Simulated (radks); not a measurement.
# Ionisation of P¹⁰⁺: one atom, several choices of exchange strength α

An exercise on one series of results from a longer session: the logs are not shown, and one member is left open.

The numbers are computed with radks (a radial shooting solver on a logarithmic mesh, Libxc functionals) version 1 (scalar-relativistic Kohn-Sham, spin-polarised, spherical densities, finite nucleus; open shells are filled with parallel spins first), except any that are marked as measured or tabulated.

## The atom as given

* element: phosphorus (Z = 15)
* charge: +10
* electrons: 5
* configuration: [He] 2s2 2p1
* ion: P¹¹⁺, [He] 2s2
* choices: α = 0.553; α = 0.667; α = 0.719; α = 0.789; α = 0.88

Outer shells as boxes (Hund's rule):

P¹⁰⁺
```
[He] core
2s [↑↓]
2p [↑ ][  ][  ]
```

P¹¹⁺
```
[He] core
2s [↑↓]
```

The first run:

Settings of this run:

```text
Z 15
configuration [He] 2s2 2p1
relativity scalar-relativistic
functional xalpha 0.553
spin polarised
nucleus finite rms 3.1889 fm
c 137.035999084
```

Steps of the session up to this table: α = 0.553: P¹⁰⁺.

One table of the session follows, with a row left open; its other results are not shown here.

It belongs to the step «α = 0.553: P¹⁰⁺». From the orbitals of this run (lengths in bohr):

```
  level     <r>  outermost maximum (interpolated)  90 % within
  1s up  0.1037                            0.0679        0.185
1s down  0.1036                            0.0679        0.185
  2s up  0.4566                             0.388        0.701
2s down  0.4590                             0.389        0.705
  2p up  0.3996                             0.313        0.647
2p down       ?                                 ?            ?
```

Estimate the missing values for 2p down.

As computed: <r>: 0.4023; outermost maximum (interpolated): 0.314; 90 % within: 0.652. In the column «<r>» it lies between 2p up (0.3996) and 2s up (0.4566).

Caveats from the session: Open shells are spherical and high-spin; term and fine-structure splittings are not resolved.
